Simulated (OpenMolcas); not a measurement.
**A workflow on SiNHF3 (SMILES [NH][Si](F)(F)F)**

We compute a series of 8 runs (UHF/6-31G*, CASSCF(3,3)/6-31G*, CASPT2(3,3)/6-31G*, CASPT2[IPEA 0](3,3)/6-31G*, SC-NEVPT2(3,3)/6-31G*, PC-NEVPT2(3,3)/6-31G*, MC-PDFT[tPBE](3,3)/6-31G*, MC-PDFT[ftPBE](3,3)/6-31G*) of SiNHF3. 

The results are computed with OpenMolcas 26.06.

## (1) The system as given

SiNHF3 has 6 atoms, charge 0, and is taken as a doublet. SMILES: `[NH][Si](F)(F)F`. The Si2–F3 distance was set to 2.821 Å, away from the relaxed value. At this shape a bond of the SMILES string is far longer than usual.

Bond lengths: N1–Si2 1.723 Å, Si2–F4 1.573 Å, Si2–F5 1.573 Å, N1–H6 1.021 Å. Angles: N1–Si2–F4 111.5°, N1–Si2–F5 111.4°, F4–Si2–F5 108.9°, Si2–N1–H6 114.3°. A long bond or contact: Si2–F3 2.821 Å.

## (2) The energy at UHF/6-31G(d) (spherical functions) (run 1)

Input file coord.xyz:

```xyz
6

N     -0.749948     0.222854     1.887058
Si     0.418152    -0.471346     0.827058
F     -0.087100     0.387600    -1.812600
F      0.347652    -2.043146     0.842958
F      1.876852    -0.022146     1.208758
H     -0.640748    -0.046346     2.866358
```

Input file step1.input:

```
&GATEWAY
 BasLib=$CurrDir
 Coord=coord.xyz
 Basis=6-31Gs
 Group=NoSym

&SEWARD

&SCF
 UHF
 Spin=2
 Scramble=0.25
 PrOrbitals=1 2
```

The basis set 6-31G* is read from a file made from the Basis Set Exchange's data (not shown).

The run is started by

```console
export MOLCAS_MEM=1860
pymolcas step1.input > step1.log
```

Log:

```text
--- Start Module: gateway ---
[...]
--- Stop Module: gateway /rc=_RC_ALL_IS_WELL_ ---
--- Start Module: seward ---
[...]
      Basis functions           76
--- Stop Module: seward /rc=_RC_ALL_IS_WELL_ ---
[...]
--- Start Module: scf ---
[...]
       Convergence after  38 Iterations
[...]
::    Total SCF energy                               -642.2472165144
[...]
      Total spin, S                                     0.8730475987
[...]
      Total electronic charge=   49.000000
      Total            charge=   -0.000000
[...]
      Dipole Moment (debye):
      Origin of the operator (angstrom)=    0.4117   -0.4199    0.5700
                   X= -1.4181E-01               Y= -1.7901E-01               Z=  1.4775E+00           Total=  1.4951E+00
      Quadrupole Moment (debye*angstrom):
[...]
--- Stop Module: scf /rc=_RC_ALL_IS_WELL_ ---
[...]
```

It took 9 s on 1 thread of Intel Xeon Platinum 8375C at 2.90GHz (Ice Lake), shared host; peak memory 0.43 GiB.

## (3) The energy at CASSCF(3,3)/6-31G(d) (spherical functions) (run 2)

coord.xyz is that of step 2.

Input file step2.input:

```
&GATEWAY
  BasLib
  $CurrDir
  Coord
  coord.xyz
  Basis
  6-31Gs
  Group
  NoSym

&SEWARD

&RASSCF
  FileOrb
  $CurrDir/step1.UnaOrb
  Spin
  2
  Nactel
  3 0 0
  Inactive
  23
  Ras2
  3
  OrbListing
  Nothing
```

The basis set 6-31G* is read from a file made from the Basis Set Exchange's data (not shown).

The run is started by

```console
export MOLCAS_MEM=1860
pymolcas step2.input > step2.log
```

Log:

```text
--- Start Module: gateway ---
[...]
--- Stop Module: gateway /rc=_RC_ALL_IS_WELL_ ---
--- Start Module: seward ---
[...]
      Basis functions           76
--- Stop Module: seward /rc=_RC_ALL_IS_WELL_ ---
[...]
--- Start Module: rasscf ---
[...]
      Number of active orbitals                  3
[...]
      Spin quantum number                      0.5
[...]
      Active orbitals                            3
[...]
      Number of CSFs                             8
[...]
      Number of root(s) required                 1
[...]
      Convergence after 18 iterations
[...]
      printout of CI-coefficients larger than  0.05 for root  1
      energy=    -642.258369
      conf/sym  111     Coeff  Weight
             1  2u0  -0.90637 0.82151
             8  0u2  -0.42014 0.17652
      Natural orbitals and occupation numbers for root  1
      sym 1:   1.644985   1.000000   0.355014
      ************************************************************************************************************************
      *                                                    Final results                                                     *
[...]
::    RASSCF root number  1 Total energy:   -642.25836910
[...]
      Total electronic charge=   49.000000
      Total            charge=   -0.000000
[...]
      Dipole Moment (debye):
      Origin of the operator (angstrom)=    0.4117   -0.4199    0.5700
                   X=  6.6786E-03               Y= -4.7480E-01               Z=  2.4989E+00           Total=  2.5436E+00
      Quadrupole Moment (debye*angstrom):
[...]
--- Stop Module: rasscf /rc=_RC_ALL_IS_WELL_ ---
[...]
```

Wall time 6.6 s (1 thread of Intel Xeon Platinum 8375C at 2.90GHz (Ice Lake), shared host); peak memory 0.43 GiB.

Runs 3 to 5 aren't shown in full; the table further down has their settings and results.

## (4) The energy at PC-NEVPT2(3,3)/6-31G(d) (spherical functions) (run 6)

coord.xyz is that of step 3.

Input file step6.inp:

```
&GATEWAY
BasLib = $CurrDir
Coord = coord.xyz
Basis = 6-31Gs
Group = NoSym
&SEWARD
&RASSCF
FileOrb = $CurrDir/step2.RasOrb
Spin = 2
Nactel = 3 0 0
Inactive = 23
Ras2 = 3
OrbListing = Nothing
&CASPT2
PC-NEVPT2
Frozen = 9
```

The basis set 6-31G* is read from a file made from the Basis Set Exchange's data (not shown).

The run is started by

```console
export MOLCAS_MEM=1860
pymolcas step6.inp > step6.log
```

Log:

```text
--- Start Module: gateway ---
[...]
--- Stop Module: gateway /rc=_RC_ALL_IS_WELL_ ---
[...]
      Basis functions           76
[...]
--- Start Module: rasscf ---
[...]
      Number of active orbitals                  3
[...]
      Spin quantum number                      0.5
[...]
      Active orbitals                            3
[...]
      Number of CSFs                             8
[...]
      Number of root(s) required                 1
[...]
      Convergence after  4 iterations
[...]
      printout of CI-coefficients larger than  0.05 for root  1
      energy=    -642.258369
      conf/sym  111     Coeff  Weight
             1  2u0  -0.90637 0.82150
             8  0u2  -0.42014 0.17652
      Natural orbitals and occupation numbers for root  1
      sym 1:   1.644981   1.000000   0.355019
      ************************************************************************************************************************
      *                                                    Final results                                                     *
[...]
::    RASSCF root number  1 Total energy:   -642.25836910
[...]
      Total electronic charge=   49.000000
      Total            charge=   -0.000000
[...]
      Dipole Moment (debye):
      Origin of the operator (angstrom)=    0.4117   -0.4199    0.5700
                   X=  6.6669E-03               Y= -4.7478E-01               Z=  2.4988E+00           Total=  2.5436E+00
      Quadrupole Moment (debye*angstrom):
[...]
--- Stop Module: rasscf /rc=_RC_ALL_IS_WELL_ ---
[...]
--- Start Module: caspt2 ---
[...]
 ###    WARNING: User changed nr of frozen orbitals.                         ###
 ###############################################################################
[...]
      E2 (Variational):          -0.6772821687
[...]
      E2 (Variational):          -0.6771057592
      Total energy:            -642.9354748598
[...]
      Reference weight:           0.85353
[...]
::    PC-NEVPT2 Root  1     Total energy:   -642.93565127
[...]
--- Stop Module: caspt2 /rc=_RC_ALL_IS_WELL_ ---
[...]
```

Wall time 4.8 s (1 thread of Intel Xeon Platinum 8375C at 2.90GHz (Ice Lake), shared host); peak memory 0.43 GiB.

Run 7 isn't shown in full; the table further down has it.

## (5) The energy at MC-PDFT[ftPBE](3,3)/6-31G(d) (spherical functions) (run 8)

coord.xyz is that of step 4.

Input file step8.input:

```
&GATEWAY
 BasLib = $CurrDir
 Coord = coord.xyz
 Basis = 6-31Gs
 Group = NoSym

&SEWARD

&RASSCF
 FileOrb = $CurrDir/step2.RasOrb
 Spin = 2
 Nactel = 3 0 0
 Inactive = 23
 Ras2 = 3
 OrbListing = Nothing

&MCPDFT
 KSDFT = FT:PBE
```

The basis set 6-31G* is read from a file made from the Basis Set Exchange's data (not shown).

The run is started by

```console
export MOLCAS_MEM=1860
pymolcas step8.input > step8.log
```

Log:

```text
--- Start Module: gateway ---
[...]
--- Stop Module: gateway /rc=_RC_ALL_IS_WELL_ ---
[...]
      Basis functions           76
[...]
--- Start Module: rasscf ---
[...]
      Number of active orbitals                  3
[...]
      Spin quantum number                      0.5
[...]
      Active orbitals                            3
[...]
      Number of CSFs                             8
[...]
      Number of root(s) required                 1
[...]
      Convergence after  4 iterations
[...]
      printout of CI-coefficients larger than  0.05 for root  1
      energy=    -642.258369
      conf/sym  111     Coeff  Weight
             1  2u0  -0.90637 0.82150
             8  0u2  -0.42014 0.17652
      Natural orbitals and occupation numbers for root  1
      sym 1:   1.644981   1.000000   0.355019
      ************************************************************************************************************************
      *                                                    Final results                                                     *
[...]
::    RASSCF root number  1 Total energy:   -642.25836910
[...]
      Total electronic charge=   49.000000
      Total            charge=   -0.000000
[...]
      Dipole Moment (debye):
      Origin of the operator (angstrom)=    0.4117   -0.4199    0.5700
                   X=  6.6669E-03               Y= -4.7478E-01               Z=  2.4988E+00           Total=  2.5436E+00
      Quadrupole Moment (debye*angstrom):
[...]
--- Stop Module: rasscf /rc=_RC_ALL_IS_WELL_ ---
[...]
--- Start Module: mcpdft ---
[...]
 ###    WARNING: Deprecation warning: KSDF should be replaced                ###
 ###    with FUNC keyword                                                    ###
 ###############################################################################
[...]
::    MCPDFT root number  1 Total energy:   -643.90316113
--- Stop Module: mcpdft /rc=_RC_ALL_IS_WELL_ ---
[...]
```

Run time: 5.1 s. Hardware: 1 thread of Intel Xeon Platinum 8375C at 2.90GHz (Ice Lake), shared host; peak memory 0.43 GiB.

## (6) Overview of the runs

```csv
run,level,scramble,active rule,energy (Eh),dipole moment (D) of the reference,wall time
1,UHF/6-31G* (spherical functions),0.25,–,-642.247217,1.50,9 s
2,"CASSCF(3,3)/6-31G* (spherical functions)",–,uhf natural orbitals,-642.258369,2.54,6.6 s
3,"CASPT2(3,3)/6-31G* (spherical functions)",–,uhf natural orbitals,-642.941174,2.54,5.1 s
4,"CASPT2[IPEA 0](3,3)/6-31G* (spherical functions)",–,uhf natural orbitals,-642.947162,2.54,5.1 s
5,"SC-NEVPT2(3,3)/6-31G* (spherical functions)",–,uhf natural orbitals,-642.935475,2.54,5.1 s
6,"PC-NEVPT2(3,3)/6-31G* (spherical functions)",–,uhf natural orbitals,-642.935651,2.54,4.8 s
7,"MC-PDFT[tPBE](3,3)/6-31G* (spherical functions)",–,uhf natural orbitals,-643.719725,2.54,4.8 s
8,"MC-PDFT[ftPBE](3,3)/6-31G* (spherical functions)",–,uhf natural orbitals,-643.903161,2.54,5.1 s
```

## (7) Summary of results

| quantity | value |
| --- | --- |
| run 8, MC-PDFT[ftPBE](3,3)/6-31G*: total energy | -643.90316 Eh |
| run 8, MC-PDFT[ftPBE](3,3)/6-31G*: dipole moment (CASSCF density) | 2.54 D |

What this shows: Below the UHF energy at the same shape and in the same basis (6-31G*): CASSCF(3,3) -11.2 mEh; CASPT2(3,3) -694.0 mEh; CASPT2[IPEA 0](3,3) -699.9 mEh; SC-NEVPT2(3,3) -688.3 mEh; PC-NEVPT2(3,3) -688.4 mEh. Active-space methods hold only the correlation inside their space unless a perturbation or CI step follows. Spin contamination of the reference: run 1 ⟨S²⟩ = 1.64. Where it is this large, the reference is a mixture of spin states, and values that rest on it are in doubt. All runs together took 46 s, the longest 9 s.
